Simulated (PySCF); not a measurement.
# (ClSi)4CH26 adamantane (C6H12Cl4Si4): geometry, NMR shifts and electronic excitations

Aim: predict the NMR shifts and electronic excitations of (ClSi)4CH26 adamantane (C6H12Cl4Si4).

Computed with PySCF 2.14.0, with density-fitted response routines of our own, on a single molecule in the gas phase. Atoms are numbered from 0 throughout.

**1. The molecule as given**

26 atoms, charge 0, multiplicity 1; geometry from: GFN2-xTB. The atoms were then displaced at random by about 0.03 Å, so the start is not that level's minimum.

Bonds of the start (Å): Si0–Cl1 1.99, Si0–C2 1.93, Si0–C8 1.85, Si0–C12 2.08, C2–Si3 1.88, C2–H14 1.14, C2–H15 1.04, Si3–Cl4 2.11, Si3–C5 1.80, Si3–C13 2.00, C5–Si6 1.91, C5–H16 1.09, C5–H17 1.08, Si6–Cl7 2.06, Si6–C8 1.95, Si6–C9 1.92, C8–H18 1.12, C8–H19 1.04, C9–Si10 1.92, C9–H20 1.15, C9–H21 1.03, Si10–Cl11 2.02, Si10–C12 1.83, Si10–C13 1.90, C12–H22 1.12, C12–H23 1.04, C13–H24 1.01, C13–H25 1.12.

**2. Relaxing the molecule at PBE0-D3(BJ)/def2-SVP**

Job settings and geometry (Å):

```
{"job": {"xc": "PBE0", "basis": "def2-SVP", "d3": "d3bj", "grid": 1, "maxiter": 40, "shake": 0.03, "kind": "geom"}, "charge": 0, "multiplicity": 1}
Si     0.281870    -0.750400     1.799790
Cl     0.437370    -1.399730     3.674380
C     -0.610260    -2.012820     0.642870
Si    -0.678850    -1.358660    -1.118400
Cl    -1.610300    -2.831990    -2.313160
C      0.907630    -0.832230    -1.798010
Si     1.742740     0.497850    -0.711170
Cl     3.575440     1.053830    -1.481320
C      1.898610    -0.155060     1.114410
C      0.540380     1.999320    -0.637930
Si    -1.183160     1.527510     0.058640
Cl    -2.365240     3.164930     0.085140
C     -1.002770     0.880790     1.761510
C     -1.954200     0.175210    -1.035390
H      0.065540    -2.926700     0.665450
H     -1.510880    -2.278320     1.097520
H      0.818540    -0.455070    -2.819330
H      1.549510    -1.694580    -1.827320
H      2.569550    -1.051300     1.061410
H      2.300560     0.597380     1.705880
H      0.388190     2.419850    -1.698520
H      1.012180     2.738610    -0.094130
H     -0.479390     1.656410     2.370260
H     -1.898180     0.600730     2.202890
H     -2.839890    -0.144310    -0.669470
H     -2.096410     0.584670    -2.066050
```

Command:

```
$ OMP_NUM_THREADS=2 python probes_run.py task.json out
```

One launch serves the whole session: the jobs run in the order shown.

**Question.** This job is followed by: GIAO PBE0/pcSseg-1 NMR shielding, non-relativistic, gas phase; TDDFT PBE0/def2-SVPD, vertical, gas phase, core orbitals frozen in the response; GIAO wB97X-D/pcSseg-1 NMR shielding, non-relativistic, gas phase. Predict these results of the whole session: point group; rotational constants (main isotopes); ¹³C shifts against TMS (PBE0/pcSseg-1, means over atoms taken as alike); ¹H shifts against TMS (PBE0/pcSseg-1, means over atoms taken as alike); ²⁹Si shifts against TMS (PBE0/pcSseg-1, means over atoms taken as alike); ³⁵Cl shifts against HCl (PBE0/pcSseg-1, means over atoms taken as alike); potential on the surface of density 0.002 e/bohr³, 1st and 99th percentile; lowest singlet (PBE0/def2-SVPD); brightest single state of those computed; lowest triplet; range of the shift of Cl1 (with its like atoms).

As calculated:

| quantity | value |
| --- | --- |
| point group | Td (approximate) |
| rotational constants (main isotopes) | 0.25, 0.25, 0.25 GHz |
| ¹³C shifts against TMS (PBE0/pcSseg-1, means over atoms taken as alike) | 14.9 ppm |
| ¹H shifts against TMS (PBE0/pcSseg-1, means over atoms taken as alike) | 0.52 ppm |
| ²⁹Si shifts against TMS (PBE0/pcSseg-1, means over atoms taken as alike) | 29.3 ppm |
| ³⁵Cl shifts against HCl (PBE0/pcSseg-1, means over atoms taken as alike) | 56 ppm |
| potential on the surface of density 0.002 e/bohr³, 1st and 99th percentile | -0.43 V and 1.28 V |
| lowest singlet (PBE0/def2-SVPD) | 6.14 eV (202 nm), f = 0.000 |
| brightest single state of those computed | state 6, 6.81 eV, f = 0.056 |
| lowest triplet | 5.91 eV |
| range of the shift of Cl1 (with its like atoms) | 46 to 56 ppm |

In words: The start of the PBE0/def2-SVP relaxation was shaken at random by about 0.03 Å, so part of the energy gained, and of the first lengths quoted, undoes that. Over 9 steps the energy fell by 1.447 eV; of the close pairs, Si0–C12 changed most, 2.077 to 1.875 Å. At PBE0/pcSseg-1: The widest tensor belongs to Cl1, Cl4, Cl7, Cl11: span 149 ppm, with a paramagnetic part of -260 ppm. The lowest singlet, at 6.14 eV, is HOMO→LUMO 0.98 and is dark; of the 10 states computed, the strongest absorption comes from states 4 to 6 together at 6.81 eV. The lowest triplet lies 0.22 eV below the lowest singlet (triplets in Tamm-Dancoff, singlets in full TDDFT). Across the 2 runs the shift of Cl1 (with its like atoms) moves most, between 46 (wB97X-D/pcSseg-1) and 56 ppm (PBE0/pcSseg-1). Part of that comes from the computed reference.
